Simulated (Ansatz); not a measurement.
**C₂H₆BCl: one species, many methods**

How much do the methods differ for C₂H₆BCl? The plan is to run it at one geometry with functionals of several rungs and with coupled cluster, and see how far each lands from CCSD(T) at the basis-set limit for the atomisation energy.

Program: Ansatz 0.2.0, Gaussian basis. Level of theory: functionals in def2-TZVPP, the program's frozen cores in correlated methods. These are calculated values, not measurements.

The runs, in order: LDA (SPW92), PBE-D4, revPBE-D4, BLYP-D4, r2SCAN-D4, B97M-V, PBE0-D4, B3LYP-D4, r2SCANh-D4, r2SCAN0-D4, HSE06-D4, BHLYP-D4, CAM-B3LYP-D4, LC-ωPBE, ωB97X-V, ωB97M-V, B2PLYP, PBE-QIDH; CCSD(T)/def2-SVP; CCSD(T)/def2-TZVPP; MP2/def2-QZVPP; extrapolation to the limit; RPA on PBE.

## (1) The relaxed structure

The geometry comes from an earlier relaxation with PBE0-D4 in a triple-zeta def2 set; it is a stationary point, not always the lowest conformer.

SMILES `CB(C)Cl`, 10 atoms, charge 0, spin multiplicity 1.

Atoms are counted from 1 here; the program's logs count them from 0.

Bond lengths: C1–B2 1.558 Å, C1–H5 1.093 Å, C1–H6 1.099 Å, C1–H7 1.091 Å, B2–C3 1.558 Å, B2–Cl4 1.771 Å, C3–H8 1.091 Å, C3–H9 1.099 Å, C3–H10 1.093 Å. Angles: B2–C1–H5 112.6°, B2–C1–H6 107.0°, B2–C1–H7 114.0°, H5–C1–H6 106.2°, H5–C1–H7 109.9°, H6–C1–H7 106.7°, C1–B2–C3 123.9°, C1–B2–Cl4 118.0°, C3–B2–Cl4 118.0°, B2–C3–H8 114.0°, B2–C3–H9 107.0°, B2–C3–H10 112.5°, H8–C3–H9 106.7°, H8–C3–H10 109.9°, H9–C3–H10 106.2°.

## (2) LDA

This LDA is Slater exchange with PW92 correlation.

in.yaml

```yaml
crystal:
  periodic: [false, false, false]
  atoms:
    - {symbol: C, position_ang: [-0.252210, 1.087469, -0.819171]}
    - {symbol: B, position_ang: [-0.370113, -0.324232, -0.171722]}
    - {symbol: C, position_ang: [0.569388, -0.844559, 0.956349]}
    - {symbol: Cl, position_ang: [-1.649734, -1.402011, -0.752568]}
    - {symbol: H, position_ang: [0.764161, 1.486384, -0.772971]}
    - {symbol: H, position_ang: [-0.876325, 1.767671, -0.222265]}
    - {symbol: H, position_ang: [-0.625010, 1.138165, -1.842877]}
    - {symbol: H, position_ang: [0.114052, -1.597228, 1.601116]}
    - {symbol: H, position_ang: [1.425604, -1.327130, 0.463702]}
    - {symbol: H, position_ang: [0.983386, -0.035528, 1.563307]}
basis:
  gaussian: {orbitals: def2-TZVPP}
hamiltonian: {xc: lda}
output: {orbitals: {seedname: orbitals}}
```

Command:

```
> ansatz run in.yaml --threads 4 --pin off --events-out ev --progress --plain --max-ram 10444MiB
```

The runs that follow: PBE-D4 (GGA); revPBE-D4 (GGA); BLYP-D4 (GGA); r2SCAN-D4 (meta-GGA); B97M-V (meta-GGA); PBE0-D4 (hybrid); B3LYP-D4 (hybrid); r2SCANh-D4 (hybrid); r2SCAN0-D4 (hybrid); HSE06-D4 (hybrid); BHLYP-D4 (hybrid); CAM-B3LYP-D4 (range-separated); LC-ωPBE (range-separated); ωB97X-V (range-separated); ωB97M-V (range-separated); B2PLYP (double hybrid); PBE-QIDH (double hybrid); CCSD(T) in def2-SVP; CCSD(T) in def2-TZVPP; MP2 in def2-QZVPP; RPA on PBE orbitals.

Q: Predict the results of all the runs planned. Wanted: atomisation energy, CCSD(T)/CBS; farthest beyond LDA; mean size of error, GGA; mean size of error, meta-GGA; mean size of error, hybrid; mean size of error, range-separated; mean size of error, double hybrid; gap, smallest and largest; T1 diagnostic.

The runs gave:

| quantity | value |
| --- | --- |
| atomisation energy, CCSD(T)/CBS | 912.4 kcal/mol |
| functionals within 4.6 kcal/mol (0.5 %) | revPBE-D4, BLYP-D4, B3LYP-D4, r2SCAN0-D4, LC-ωPBE, ωB97X-V, PBE-QIDH |
| farthest beyond LDA | PBE-D4 (+18.2 kcal/mol) |
| mean size of error, GGA | 7.4 kcal/mol |
| mean size of error, meta-GGA | 9.9 kcal/mol |
| mean size of error, hybrid | 7.5 kcal/mol |
| mean size of error, range-separated | 4.9 kcal/mol |
| mean size of error, double hybrid | 4.6 kcal/mol |
| gap, smallest and largest | 5.11 eV (LDA (SPW92)), 12.76 eV (LC-ωPBE) |
| T1 diagnostic | 0.0102 |
| triples share of the correlation energy | 3.8 % |

What this shows: LDA overbinds by 118.5 kcal/mol (13 %). PBE-D4 misses by +18.2 kcal/mol. Double hybrids carry the basis error of their MP2 part in triple zeta, and no dispersion term here, so their miss is partly the set-up's. By mean error the best rung here is double hybrid (4.6 kcal/mol) and the worst beyond LDA is meta-GGA (9.9 kcal/mol). The gap between the best rungs is small, so their order is not settled. The reference freezes the cores and leaves out relativity and excitations past (T), so misses under about 4.6 kcal/mol can't be ranked. Hartree-Fock recovers 78 % of the binding; the rest is correlation. CCSD(T) in def2-SVP is off by -33.6 kcal/mol, more than most functionals: a good method in a small basis is no reference. Orbital gaps span 5.1 to 12.8 eV; exact exchange widens them.
